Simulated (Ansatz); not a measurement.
# SiO2: the cost of one run

Method: DFT LDA, scalar-relativistic, plane waves, PAW, in Ansatz 0.2.0.

**1. Starting point**

Symmetry: P6/mmm, No. 191, hexagonal system. Conventional cell: a = 5.310 Å, b = 5.310 Å, c = 18.000 Å, α = 90.00°, β = 90.00°, γ = 120.00°. Around Si (site symmetry 3m) lie 4 O at 1.61 to 1.62 Å. O (site symmetry -6m2) has 2 Si at 1.62 Å as nearest neighbours. O (site symmetry 2mm) has 2 Si at 1.61 Å as nearest neighbours.

As a file:

```
CELL_PARAMETERS angstrom
5.31000 0.00000 0.00000
-2.65500 4.59859 0.00000
0.00000 0.00000 18.00000
ATOMIC_POSITIONS crystal
Si 0.33333 0.66667 0.59000
Si 0.66667 0.33333 0.59000
Si 0.33333 0.66667 0.41000
Si 0.66667 0.33333 0.41000
O 0.33333 0.66667 0.50000
O 0.66667 0.33333 0.50000
O 0.50000 0.00000 0.61778
O 0.00000 0.50000 0.61778
O 0.50000 0.50000 0.61778
O 0.50000 0.00000 0.38222
O 0.00000 0.50000 0.38222
O 0.50000 0.50000 0.38222
```

**2. Relaxing cell and atoms: SiO2, no spin**

The input, input.yaml:

```yaml
crystal:
  lattice:
    - [5.31, 0.0, 0.0]
    - [-2.655, 4.5985948941, 0.0]
    - [0.0, 0.0, 18.0]
  atoms:
    - { symbol: Si, position: [0.3333333333, 0.6666666667, 0.59] }
    - { symbol: Si, position: [0.6666666667, 0.3333333333, 0.59] }
    - { symbol: Si, position: [0.3333333333, 0.6666666667, 0.41] }
    - { symbol: Si, position: [0.6666666667, 0.3333333333, 0.41] }
    - { symbol: O, position: [0.3333333333, 0.6666666667, 0.5] }
    - { symbol: O, position: [0.6666666667, 0.3333333333, 0.5] }
    - { symbol: O, position: [0.5, 0.0, 0.6177777778] }
    - { symbol: O, position: [0.0, 0.5, 0.6177777778] }
    - { symbol: O, position: [0.5, 0.5, 0.6177777778] }
    - { symbol: O, position: [0.5, 0.0, 0.3822222222] }
    - { symbol: O, position: [0.0, 0.5, 0.3822222222] }
    - { symbol: O, position: [0.5, 0.5, 0.3822222222] }
scf:
  occupations: { method: fixed }
output:
  forces: true
  stress: true
hamiltonian:
  xc: lda
kpoints:
  mp_grid: { grid: [4, 4, 1] }
relax:
  f_tol: 0.002
  cell: { stress_tol: 0.05, fix: [c, alpha, beta] }
```

Launch:

```bash
$ ansatz run input.yaml --threads 4 --pin off --max-ram 16384MiB --backend cpu --events-out ev --progress --plain --runs-dir out
```

**Question.** How long does this run take on 4 threads of Intel Xeon Platinum 8488C (Sapphire Rapids), shared host, and how much memory does it need?

About 7.9 s, with a peak of 0.7 GiB.
